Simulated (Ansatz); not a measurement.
# C2H6FNSi: the cost of one run

Method: RKS revPBE-D4/6-31G*, in Ansatz 0.2.0.

**1. Starting point**

Bond lengths: C1–C2 1.463 Å, C2–F3 1.309 Å, C2–N4 1.288 Å, N4–Si5 1.678 Å, C1–H6 1.172 Å, C1–H7 1.084 Å, C1–H8 1.048 Å, Si5–H9 1.516 Å, Si5–H10 1.441 Å, Si5–H11 1.481 Å. Angles (14 of 16 angles, heavy atoms first): C1–C2–F3 116.0°, C1–C2–N4 125.7°, F3–C2–N4 118.3°, C2–N4–Si5 121.9°, C2–C1–H6 107.5°, C2–C1–H7 111.6°, C2–C1–H8 110.9°, N4–Si5–H9 105.9°, N4–Si5–H10 110.1°, N4–Si5–H11 106.9°, H6–C1–H7 106.5°, H6–C1–H8 106.9°, H7–C1–H8 113.0°, H9–Si5–H10 111.9°.

Structure file:

```xyz
11

C    -1.3633   -0.0737    1.4265
C    -0.1971    0.0094    0.5470
F     0.9619    0.1394    1.1419
N    -0.2195   -0.0602   -0.7393
Si    1.1869   -0.0194   -1.6543
H    -2.0736    0.8173    1.1536
H    -1.0895    0.0575    2.4670
H    -1.9007   -0.9563    1.2528
H     1.8612    1.2966   -1.3204
H     0.8685   -0.1199   -3.0557
H     2.0306   -1.1475   -1.1985
```

**2. Relaxing end A**

input.yaml reads:

```yaml
crystal:
  periodic: [false, false, false]
  atoms:
    - { symbol: C, position_ang: [-1.3633, -0.0737, 1.4265] }
    - { symbol: C, position_ang: [-0.1971, 0.0094, 0.547] }
    - { symbol: F, position_ang: [0.9619, 0.1394, 1.1419] }
    - { symbol: "N", position_ang: [-0.2195, -0.0602, -0.7393] }
    - { symbol: Si, position_ang: [1.1869, -0.0194, -1.6543] }
    - { symbol: H, position_ang: [-2.0736, 0.8173, 1.1536] }
    - { symbol: H, position_ang: [-1.0895, 0.0575, 2.467] }
    - { symbol: H, position_ang: [-1.9007, -0.9563, 1.2528] }
    - { symbol: H, position_ang: [1.8612, 1.2966, -1.3204] }
    - { symbol: H, position_ang: [0.8685, -0.1199, -3.0557] }
    - { symbol: H, position_ang: [2.0306, -1.1475, -1.1985] }
basis:
  gaussian: { orbitals: "6-31G*" }
hamiltonian:
  xc: revpbe
  dispersion: d4
relax:
  f_tol: 0.02
  max_steps: 50
```

Started as:

```bash
$ ansatz run input.yaml --threads 2 --pin off --max-ram 3072MiB --backend cpu --events-out ev --progress --plain --runs-dir out
```

Q: Estimate wall time and peak memory on 2 threads of Intel Xeon Platinum 8488C (Sapphire Rapids), shared host.

About 30 s, with a peak of 0.17 GiB.
